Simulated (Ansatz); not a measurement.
# GaRe2Sb3: the cost of one run

Computed with Ansatz 0.2.0 (DFT PBE, scalar-relativistic, plane waves, PAW, unless a step's input says otherwise).

### Step 1. The system as given

It takes space group P6/mmm (No. 191, hexagonal). The conventional cell has a = 6.517 Å, b = 6.517 Å, c = 3.660 Å, α = 90.00°, β = 90.00°, γ = 120.00°. Around Ga (site symmetry 6/mmm) lie 2 Ga at 3.66 Å and 12 Sb at 3.74 Å and 6 Re at 3.76 Å. Re (site symmetry -6m2) has 6 Sb at 2.62 Å as nearest neighbours. Sb (site symmetry mmm) has 4 Re at 2.62 Å as nearest neighbours.

Structure file:

```
CELL_PARAMETERS angstrom
6.51683 0.00000 0.00000
-3.25842 5.64374 0.00000
0.00000 0.00000 3.66042
ATOMIC_POSITIONS crystal
Ga 0.00000 0.00000 0.00000
Re 0.33333 0.66667 0.00000
Re 0.66667 0.33333 0.00000
Sb 0.50000 0.00000 0.50000
Sb 0.50000 0.50000 0.50000
Sb 0.00000 0.50000 0.50000
```

Recipe of the guess: species swapped into a database cell of LuB2Os3 (P6/mmm, No. 191), with Ga on the Lu sites, Re on the B sites and Sb on the Os sites. Lengths come from tabulated atomic sizes and are only a guess.

### Step 2. Probe: one point on a coarse mesh

input.yaml reads:

```yaml
crystal:
  lattice:
    - [6.5168333, 0.0, 0.0]
    - [-3.25841665, 5.64374319, 0.0]
    - [0.0, 0.0, 3.66041696]
  atoms:
    - { symbol: Ga, position: [0.0, 0.0, 0.0] }
    - { symbol: Re, position: [0.33333333, 0.66666667, 0.0] }
    - { symbol: Re, position: [0.66666667, 0.33333333, 0.0] }
    - { symbol: Sb, position: [0.5, 0.0, 0.5] }
    - { symbol: Sb, position: [0.5, 0.5, 0.5] }
    - { symbol: Sb, position: [0.0, 0.5, 0.5] }
basis:
  ecutwfc: 420
kpoints:
  mp_grid: { grid: [3, 3, 6] }
hamiltonian:
  xc: pbe
scf:
  occupations: { method: gaussian, width: 0.1 }
  lower_state_search: "off"
output:
  forces: true
  stress: true
  eigenvalues: true
```

Run with:

```console
$ ansatz run input.yaml --threads 1 --pin off --max-ram 2560MiB --backend cpu --events-out ev --progress --plain --runs-dir out
```

Q: Estimate wall time and peak memory on 1 thread of Intel Xeon Platinum 8259CL at 2.50GHz (Skylake/Cascade Lake), shared host.

About 5.7 s, with a peak of 0.56 GiB.
